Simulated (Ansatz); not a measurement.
# TcO2: the cost of one run

Program: Ansatz 0.2.0. Level of theory: DFT LDA+U (U = 2 eV, J = 0.7 eV on Tc d), plane waves, PAW. These are calculated values, not measurements.

### 1 The starting structure

Symmetry: P-3m1, No. 164, trigonal system. Conventional cell: a = 2.915 Å, b = 2.915 Å, c = 4.703 Å, α = 90.00°, β = 90.00°, γ = 120.00°. Tc (site symmetry -3m) has 6 O at 2.06 Å in its first shell of neighbours. Around O (site symmetry 3m) lie 3 Tc at 2.06 Å.

Structure file:

```
Tc O
1.0
     2.91531    0.00000    0.00000
    -1.45765    2.52473    0.00000
     0.00000    0.00000    4.70300
Tc O
1 2
Direct
  0.00000 0.00000 0.00000
  0.33333 0.66667 0.25200
  0.66667 0.33333 0.74800
```

An earlier series on this cell reached its lowest free state from «ferromagnetic start, free, default search», perhaps among other starts.

### 2 Total moment locked at zero, no site moments, 0.00 μB per cell

input.yaml

```yaml
crystal:
  lattice:
    - [2.91530845, 0.0, 0.0]
    - [-1.45765423, 2.52473118, 0.0]
    - [0.0, 0.0, 4.7029976]
  atoms:
    - { symbol: Tc, position: [0.0, 0.0, 0.0] }
    - { symbol: O, position: [0.3333333333, 0.6666666667, 0.252] }
    - { symbol: O, position: [0.6666666667, 0.3333333333, 0.748] }
basis:
  ecutwfc: 600
  ecutrho_ratio: 5
kpoints:
  mp_grid: { grid: [7, 7, 4] }
hamiltonian:
  xc: lda
  hubbard: { sites: [{ site: 0, l: d, u: 2.0, j: 0.7 }] }
scf:
  occupations: { method: gaussian, width: 0.05 }
  lower_state_search: "off"
  max_iter: 150
output:
  forces: true
  stress: true
  eigenvalues: true
  populations: true
  hubbard: { sites: [{ site: 0, l: d }] }
magnetization:
  spin_polarized: true
  initial_magnetization: 0.0
  spin_locking: { lock_magnetization: hard }
```

The lock stays on to the end, so the result is a constrained state unless its moments die out.

On the command line:

```sh
> ansatz run input.yaml --threads 2 --pin off --max-ram 3072MiB --backend cpu --events-out ev --progress --plain --runs-dir out
```

Q: Estimate wall time and peak memory on 2 threads of Intel Xeon Platinum 8488C (Sapphire Rapids), shared host.

About 1.2 s, with a peak of 0.41 GiB.
